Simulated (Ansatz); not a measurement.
# ClH5OSn: the cost of one run

The runs use Ansatz 0.2.0, Gaussian basis; PBE0-D4, def2-SVP first, then def2-TZVP.

143 further runs of the same task are left out: 143 set aside as unsound or not needed.

## 1. Where the work starts

The guess: 8 atoms, charge 0, spin multiplicity 1.

Atoms are counted from 1 here; the program's logs count them from 0.

Bond lengths: Sn1–O2 2.202 Å, Sn1–H3 1.655 Å, Sn1–H4 1.666 Å, Sn1–H5 1.694 Å, O2–H6 1.168 Å, O2–H8 0.958 Å, H6–Cl7 1.597 Å. Angles: O2–Sn1–H3 101.4°, O2–Sn1–H4 108.2°, O2–Sn1–H5 92.3°, H3–Sn1–H4 125.2°, H3–Sn1–H5 112.5°, H4–Sn1–H5 111.3°, Sn1–O2–H6 90.0°, Sn1–O2–H8 118.6°, H6–O2–H8 108.4°, O2–H6–Cl7 153.6°.

As a file:

```xyz
8
ClH5OSn
Sn   -0.74930   -0.18020   -0.68930
O     0.39790   -0.40800    1.17630
H     0.11540   -1.13930   -1.72500
H    -1.05950    1.44140   -0.91580
H    -2.09430   -0.97770   -0.03820
H     1.29160    0.17300    0.69820
Cl    1.99050    1.02010   -0.46060
H     0.10770    0.07060    1.95440
```

Distances that are to change: Sn1–Cl7 3.00 Å, O2–H6 1.17 Å, Sn1–O2 2.20 Å, H6–Cl7 1.60 Å.

## 2. Constrained relaxation of the guess

Contents of hold/in.yaml:

```yaml
crystal:
  periodic: [false, false, false]
  atoms:
    - {symbol: Sn, position_ang: [-0.749300, -0.180200, -0.689300]}
    - {symbol: O, position_ang: [0.397900, -0.408000, 1.176300]}
    - {symbol: H, position_ang: [0.115400, -1.139300, -1.725000]}
    - {symbol: H, position_ang: [-1.059500, 1.441400, -0.915800]}
    - {symbol: H, position_ang: [-2.094300, -0.977700, -0.038200]}
    - {symbol: H, position_ang: [1.291600, 0.173000, 0.698200]}
    - {symbol: Cl, position_ang: [1.990500, 1.020100, -0.460600]}
    - {symbol: H, position_ang: [0.107700, 0.070600, 1.954400]}
basis:
  gaussian: {orbitals: def2-SVP}
hamiltonian: {xc: pbe0, dispersion: d4}
relax: {f_tol: 0.04, max_steps: 150, escape_saddle: false, constraints: [{distance: [0, 6]}, {distance: [1, 5]}, {distance: [0, 1]}, {distance: [5, 6]}]}
```

The run is started by

```bash
$ ansatz run in.yaml --threads 4 --pin off --events-out ev --progress --plain --max-ram 9574MiB
```

**Question.** How long does this run take on 4 threads of AMD EPYC, shared host, and how much memory does it need?

About 24 s, with a peak of 0.19 GiB.
